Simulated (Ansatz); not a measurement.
# C₂H₆N₂OSi: up Jacob's ladder to CCSD(T)

One table from this session's results is given with a row withheld; the runs are named, their logs left out.

Computed with Ansatz 0.2.0, Gaussian basis. Level: functionals in def2-TZVPP, the program's frozen cores in correlated methods.

The runs, in order: PBE-D4, r2SCAN-D4, PBE0-D4, B3LYP-D4, ωB97X-V, ωB97M-V, B2PLYP; CCSD(T)/def2-TZVPP; MP2/def2-QZVPP; extrapolation to the limit.

## Structure used throughout

An earlier PBE0-D4 in a triple-zeta def2 set relaxation fixed the geometry.

SMILES `N#CC(N)O[SiH3]`, 12 atoms, charge 0, spin multiplicity 1.

Atoms are counted from 1 here; the program's logs count them from 0.

Bond lengths: N1–C2 1.150 Å, C2–C3 1.489 Å, C3–N4 1.430 Å, C3–O5 1.393 Å, C3–H7 1.099 Å, N4–H8 1.011 Å, N4–H9 1.013 Å, O5–Si6 1.657 Å, Si6–H10 1.488 Å, Si6–H11 1.478 Å, Si6–H12 1.484 Å. Angles: N1–C2–C3 178.1°, C2–C3–N4 113.2°, C2–C3–O5 109.4°, C2–C3–H7 106.7°, N4–C3–O5 108.7°, N4–C3–H7 107.7°, O5–C3–H7 111.2°, C3–N4–H8 111.3°, C3–N4–H9 111.1°, H8–N4–H9 108.9°, C3–O5–Si6 125.1°, O5–Si6–H10 109.0°, O5–Si6–H11 105.4°, O5–Si6–H12 111.2°, H10–Si6–H11 111.3°, H10–Si6–H12 109.1°, H11–Si6–H12 110.9°.

The first run:

in.yaml reads:

```yaml
crystal:
  periodic: [false, false, false]
  atoms:
    - {symbol: N, position_ang: [-0.414896, -2.648122, -0.224041]}
    - {symbol: C, position_ang: [-0.263176, -1.576489, 0.164517]}
    - {symbol: C, position_ang: [-0.078998, -0.204612, 0.713212]}
    - {symbol: N, position_ang: [-0.958171, 0.090268, 1.802132]}
    - {symbol: O, position_ang: [-0.292623, 0.729724, -0.297838]}
    - {symbol: Si, position_ang: [0.725045, 0.996024, -1.578693]}
    - {symbol: H, position_ang: [0.951721, -0.151855, 1.091781]}
    - {symbol: H, position_ang: [-0.714103, -0.442986, 2.625999]}
    - {symbol: H, position_ang: [-1.920674, -0.106225, 1.556467]}
    - {symbol: H, position_ang: [2.116051, 1.141867, -1.069840]}
    - {symbol: H, position_ang: [0.248696, 2.247281, -2.205120]}
    - {symbol: H, position_ang: [0.678029, -0.129978, -2.544577]}
basis:
  gaussian: {orbitals: def2-TZVPP}
hamiltonian: {xc: pbe, dispersion: d4}
output: {forces: true, orbitals: {seedname: orbitals}}
```

The run is started by

```bash
> ansatz run in.yaml --threads 4 --pin off --events-out ev --progress --plain --max-ram 10444MiB
```

Among the steps run: PBE-D4 (GGA); r2SCAN-D4 (meta-GGA); PBE0-D4 (hybrid); B3LYP-D4 (hybrid); ωB97X-V (range-separated); ωB97M-V (range-separated); B2PLYP (double hybrid); CCSD(T) in def2-TZVPP; MP2 in def2-QZVPP.

One of the session's tables, all rows but one given; the rest of the session is left out.

It belongs to the step «Atomisation energies». 

| method | atomisation energy (kJ/mol) |
| --- | --- |
| PBE-D4 | 4766.5 |
| r2SCAN-D4 | 4620.4 |
| PBE0-D4 | 4632.8 |
| B3LYP-D4 | 4648.7 |
| ωB97X-V | 4661.1 |
| ωB97M-V | 4659.0 |
| B2PLYP | ? |
| HF/def2-TZVPP | 3149.2 |
| MP2/def2-TZVPP | 4598.3 |
| CCSD/def2-TZVPP | 4402.0 |
| CCSD(T)/def2-TZVPP | 4491.0 |
| MP2/CBS | 4741.8 |
| CCSD(T)/CBS | 4634.4 |

**Question.** Estimate the row for B2PLYP.

As computed: atomisation energy (kJ/mol): 4598.6. In the column «atomisation energy (kJ/mol)» it lies between MP2/def2-TZVPP (4598.3) and r2SCAN-D4 (4620.4).

To keep in mind: Free atoms (2 N, 2 C, 1 O, 1 Si, 6 H) were run apart at each level; the atomisation energy is their sum less the molecule, without zero-point or spin-orbit terms.
